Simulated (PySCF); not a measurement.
# C7H14 (ethylcyclopentane): the cost of one run

Programs: PySCF 2.14.0, with routines of our own; each step states its level. All values are computed. Atoms count from 0.

## (1) The system as given

21 atoms, charge 0, multiplicity 1; geometry from: GFN2-xTB.

## (2) Relaxing the molecule at PBE0-D3(BJ)/def2-SVP

Job settings and geometry (Å):

```
{"job": {"xc": "PBE0", "basis": "def2-SVP", "d3": "d3bj", "grid": 2, "kind": "geom"}, "charge": 0, "multiplicity": 1}
C      2.658299    -0.465241     0.206128
C      1.565531     0.552474    -0.100129
C      0.220971     0.162232     0.510413
C     -0.836028     1.265254     0.369666
C     -2.157466     0.508165     0.425841
C     -1.878944    -0.715666    -0.444002
C     -0.416381    -1.081061    -0.147011
H      2.391260    -1.445457    -0.181074
H      2.805670    -0.552595     1.280405
H      3.600835    -0.162905    -0.244884
H      1.862632     1.527326     0.294869
H      1.453874     0.654848    -1.182296
H      0.373909    -0.035128     1.576179
H     -0.733490     1.754313    -0.601064
H     -0.747344     2.022798     1.147608
H     -2.999758     1.096186     0.063221
H     -2.366569     0.200881     1.452066
H     -1.991611    -0.445733    -1.495212
H     -2.560262    -1.539463    -0.234922
H      0.106610    -1.346365    -1.065651
H     -0.360659    -1.937922     0.524083
```

Run with:

```
OMP_NUM_THREADS=1 python excited_run.py task.json out
```

The driver reads the jobs from task.json and runs them one after another.

**Question.** How long does this first job take on 1 thread of Intel Xeon Platinum 8488C, shared host, and how much memory does it need?

About 55 s, with a peak of 0.78 GiB.
